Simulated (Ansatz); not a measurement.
**CH4BNO: one species, many methods**

One table from this session's results is given with a row withheld; the runs are named, their logs left out.

Method: functionals in def2-TZVPP, the program's frozen cores in correlated methods; program: Ansatz 0.2.0, Gaussian basis.

Plan: LDA (SPW92), PBE-D4, revPBE-D4, BLYP-D4, r2SCAN-D4, B97M-V, PBE0-D4, B3LYP-D4, r2SCANh-D4, r2SCAN0-D4, HSE06-D4, BHLYP-D4, CAM-B3LYP-D4, LC-ωPBE, ωB97X-V, ωB97M-V, B2PLYP, PBE-QIDH; CCSD(T)/def2-SVP; CCSD(T)/def2-TZVPP; MP2/def2-QZVPP; extrapolation to the limit; RPA on PBE.

1 further run of the same task is left out (it didn't finish).

**Structure used throughout**

An earlier PBE0-D4 in a triple-zeta def2 set relaxation fixed the geometry.

SMILES `N=CBO`, 8 atoms, charge 0, spin multiplicity 1.

Atoms are counted from 1 here; the program's logs count them from 0.

Bond lengths: N1–C2 1.273 Å, N1–H5 1.020 Å, C2–B3 1.592 Å, C2–H6 1.097 Å, B3–O4 1.339 Å, B3–H7 1.196 Å, O4–H8 0.974 Å. Angles: C2–N1–H5 113.2°, N1–C2–B3 115.3°, N1–C2–H6 121.8°, B3–C2–H6 122.9°, C2–B3–O4 115.9°, C2–B3–H7 124.6°, O4–B3–H7 119.5°, B3–O4–H8 108.2°.

Geometry (Å):

```mol
CH4BNO
  3D, bonds by distance, orders not assigned

  8  7  0  0  0  0  0  0  0  0999 V2000
   -0.9295    0.7300   -0.6402 N   0  0
    0.0872    0.7171    0.1250 C   0  0
    0.6902   -0.7243    0.4304 B   0  0
    0.0626   -1.7557   -0.1492 O   0  0
   -1.2898    1.6683   -0.8148 H   0  0
    0.5105    1.6408    0.5396 H   0  0
    1.6411   -0.9284    1.1260 H   0  0
   -0.6800   -1.4051   -0.6727 H   0  0
  1  2  8  0
  2  3  8  0
  3  4  8  0
  1  5  8  0
  2  6  8  0
  3  7  8  0
  4  8  8  0
M  END
```

Set-up of the first run:

File in.yaml:

```yaml
crystal:
  periodic: [false, false, false]
  atoms:
    - {symbol: N, position_ang: [-0.929515, 0.730019, -0.640196]}
    - {symbol: C, position_ang: [0.087197, 0.717122, 0.124982]}
    - {symbol: B, position_ang: [0.690165, -0.724292, 0.430450]}
    - {symbol: O, position_ang: [0.062560, -1.755676, -0.149228]}
    - {symbol: H, position_ang: [-1.289794, 1.668346, -0.814808]}
    - {symbol: H, position_ang: [0.510452, 1.640785, 0.539634]}
    - {symbol: H, position_ang: [1.641088, -0.928357, 1.126035]}
    - {symbol: H, position_ang: [-0.679952, -1.405148, -0.672668]}
basis:
  gaussian: {orbitals: def2-TZVPP}
hamiltonian: {xc: lda}
output: {orbitals: {seedname: orbitals}}
```

Command:

```console
> ansatz run in.yaml --threads 2 --pin off --events-out ev --progress --plain --max-ram 4352MiB
```

Steps of the session up to this table: LDA; PBE-D4 (GGA); revPBE-D4 (GGA); BLYP-D4 (GGA); r2SCAN-D4 (meta-GGA); B97M-V (meta-GGA); PBE0-D4 (hybrid); B3LYP-D4 (hybrid); r2SCANh-D4 (hybrid); r2SCAN0-D4 (hybrid); HSE06-D4 (hybrid); BHLYP-D4 (hybrid); CAM-B3LYP-D4 (range-separated); LC-ωPBE (range-separated); ωB97X-V (range-separated); ωB97M-V (range-separated); B2PLYP (double hybrid); PBE-QIDH (double hybrid).

One of the session's tables, all rows but one given; the rest of the session is left out.

It belongs to the step «Frontier levels by functional». 

```
  functional  HOMO (eV)  LUMO (eV)  gap (eV)
 LDA (SPW92)      -6.57      -3.20      3.37
      PBE-D4      -6.48      -2.93      3.55
   revPBE-D4      -6.43      -2.83      3.60
     BLYP-D4      -6.41      -2.79      3.62
   r2SCAN-D4      -6.77      -2.74      4.03
      B97M-V      -6.95      -2.67      4.28
     PBE0-D4          ?          ?         ?
    B3LYP-D4      -7.76      -2.12      5.64
  r2SCANh-D4      -7.33      -2.35      4.98
  r2SCAN0-D4      -8.17      -1.78      6.39
    HSE06-D4      -7.56      -2.27      5.29
    BHLYP-D4      -9.43      -0.75      8.68
CAM-B3LYP-D4      -9.44      -0.70      8.74
     LC-ωPBE     -10.77       0.53     11.30
     ωB97X-V     -10.44       0.45     10.89
     ωB97M-V     -10.33       0.33     10.65
```

Q: Estimate the row for PBE0-D4 from the others.

As computed: HOMO (eV): -7.97; LUMO (eV): -1.88; gap (eV): 6.09. In the column «HOMO (eV)» it lies between r2SCAN0-D4 (-8.17) and B3LYP-D4 (-7.76).
